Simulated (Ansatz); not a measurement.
# CH₈GeSSi: one species, many methods

An exercise on one series of results from a longer session: the logs are not shown, and one member is left open.

The runs use Ansatz 0.2.0, Gaussian basis; functionals in def2-TZVPP, the program's frozen cores in correlated methods.

Levels to be run: PBE-D4, r2SCAN-D4, PBE0-D4, B3LYP-D4, ωB97X-V, ωB97M-V, B2PLYP; CCSD(T)/def2-TZVPP; MP2/def2-QZVPP; extrapolation to the limit.

## The geometry

All runs share one geometry, relaxed beforehand with PBE0-D4 in a triple-zeta def2 set.

SMILES `[SiH3]S[CH2][GeH3]`, 12 atoms, charge 0, spin multiplicity 1.

Atoms are counted from 1 here; the program's logs count them from 0.

Bond lengths: Si1–S2 2.127 Å, Si1–H5 1.484 Å, Si1–H6 1.488 Å, Si1–H7 1.488 Å, S2–C3 1.816 Å, C3–Ge4 1.967 Å, C3–H8 1.092 Å, C3–H9 1.092 Å, Ge4–H10 1.535 Å, Ge4–H11 1.538 Å, Ge4–H12 1.535 Å. Angles: S2–Si1–H5 106.9°, S2–Si1–H6 110.7°, S2–Si1–H7 110.7°, H5–Si1–H6 110.2°, H5–Si1–H7 110.2°, H6–Si1–H7 108.1°, Si1–S2–C3 99.0°, S2–C3–Ge4 109.8°, S2–C3–H8 110.4°, S2–C3–H9 110.4°, Ge4–C3–H8 108.8°, Ge4–C3–H9 108.8°, H8–C3–H9 108.7°, C3–Ge4–H10 109.4°, C3–Ge4–H11 108.7°, C3–Ge4–H12 109.4°, H10–Ge4–H11 109.8°, H10–Ge4–H12 109.9° and more.

Geometry (Å):

```mol
CH8GeSSi
  3D, bonds by distance, orders not assigned

 12 11  0  0  0  0  0  0  0  0999 V2000
   -0.6224    2.3777    0.4154 Si  0  0
   -1.1954    0.3922   -0.0865 S   0  0
    0.4383   -0.3984   -0.0224 C   0  0
    0.2694   -2.3121   -0.4433 Ge  0  0
   -1.8598    3.1964    0.4131 H   0  0
    0.0179    2.4172    1.7577 H   0  0
    0.3494    2.9118   -0.5763 H   0  0
    1.1123    0.0628   -0.7471 H   0  0
    0.8716   -0.2951    0.9744 H   0  0
   -0.3192   -2.4736   -1.8519 H   0  0
    1.6666   -2.9536   -0.3861 H   0  0
   -0.6517   -2.9804    0.5870 H   0  0
  1  2  8  0
  2  3  8  0
  3  4  8  0
  1  5  8  0
  1  6  8  0
  1  7  8  0
  3  8  8  0
  3  9  8  0
  4 10  8  0
  4 11  8  0
  4 12  8  0
M  END
```

The first run:

Input file in.yaml:

```yaml
crystal:
  periodic: [false, false, false]
  atoms:
    - {symbol: Si, position_ang: [-0.622377, 2.377682, 0.415396]}
    - {symbol: S, position_ang: [-1.195388, 0.392167, -0.086522]}
    - {symbol: C, position_ang: [0.438320, -0.398377, -0.022448]}
    - {symbol: Ge, position_ang: [0.269440, -2.312092, -0.443307]}
    - {symbol: H, position_ang: [-1.859845, 3.196398, 0.413079]}
    - {symbol: H, position_ang: [0.017860, 2.417204, 1.757671]}
    - {symbol: H, position_ang: [0.349445, 2.911776, -0.576294]}
    - {symbol: H, position_ang: [1.112294, 0.062803, -0.747070]}
    - {symbol: H, position_ang: [0.871624, -0.295132, 0.974364]}
    - {symbol: H, position_ang: [-0.319216, -2.473625, -1.851920]}
    - {symbol: H, position_ang: [1.666567, -2.953604, -0.386085]}
    - {symbol: H, position_ang: [-0.651724, -2.980400, 0.587034]}
basis:
  gaussian: {orbitals: def2-TZVPP}
hamiltonian: {xc: pbe, dispersion: d4}
output: {forces: true, orbitals: {seedname: orbitals}}
```

Started as:

```console
$ ansatz run in.yaml --threads 4 --pin off --events-out ev --progress --plain --max-ram 10444MiB
```

Among the steps run: PBE-D4 (GGA); r2SCAN-D4 (meta-GGA); PBE0-D4 (hybrid); B3LYP-D4 (hybrid); ωB97X-V (range-separated); ωB97M-V (range-separated); B2PLYP (double hybrid); CCSD(T) in def2-TZVPP; MP2 in def2-QZVPP.

One table of the session follows, with a row left open; its other results are not shown here.

```
            method  atomisation energy (eV)
            PBE-D4                   37.927
         r2SCAN-D4                   38.076
           PBE0-D4                   37.750
          B3LYP-D4                   37.872
           ωB97X-V                   38.335
           ωB97M-V                        ?
            B2PLYP                   37.418
     HF/def2-TZVPP                   28.241
    MP2/def2-TZVPP                   37.145
   CCSD/def2-TZVPP                   36.832
CCSD(T)/def2-TZVPP                   37.278
           MP2/CBS                   38.034
       CCSD(T)/CBS                   38.167
```

Estimate the missing values for ωB97M-V.

**Answer.** atomisation energy (eV): 38.035. In the column «atomisation energy (eV)» it lies between MP2/CBS (38.034) and r2SCAN-D4 (38.076).

To keep in mind: Free atoms (1 Si, 1 S, 1 C, 1 Ge, 8 H) were run apart at each level; the atomisation energy is their sum less the molecule, without zero-point or spin-orbit terms.
